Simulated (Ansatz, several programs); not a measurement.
SnO2 (rutile), relaxed with r2SCAN in Ansatz (plane waves, PAW): it is tetragonal, P4_2/mnm (No. 136); a = 4.761 Å, c = 3.200 Å in the conventional setting, 12.09 Å³ an atom. Around Sn lie 6 O at 2.06–2.07 Å; around O lie 3 Sn at 2.06–2.07 Å. The cell was then scaled with its shape and fractional coordinates held, which makes it stiffer than a relaxed compression. Spin-unpolarised throughout; all numbers are computed.

| V (Å³/atom) | E (meV/atom) |
| --- | --- |
| 11.362 | 32.96 |
| 12.087 | 0.00 |
| 12.450 | 6.98 |
| 12.813 | 26.35 |

**Question.** Pass a cubic E = c₀ + c₁u + c₂u² + c₃u³, with u = V − 12.178 Å³, through these points.

**Answer.** c₀ = 0.45, c₁ = +9.946, c₂ = 54.012, c₃ = -8.5764 (meV and Å³).

**Question.** Where is the minimum, and what bulk modulus follows?

**Answer.** dE/du = 0 at u = -0.090, so V₀ = 12.09 Å³. B = V₀ d²E/dV² = 12.09 × (2c₂ + 6c₃u) = 12.09 × 112.663 = 1362 meV/Å³, and 1 meV/Å³ is 0.16022 GPa: 218 GPa. A third-order Birch-Murnaghan fit to all five points gives 12.09 Å³ and 216 GPa.

**Question.** Predict the energy and the pressure at the withheld volume, 11.725 Å³.

**Answer.** With u = -0.453: E ≈ 7.83 meV and P = −dE/dV ≈ +7.09 GPa. The run gives 7.74 meV and, from its stress, +7.06 GPa.
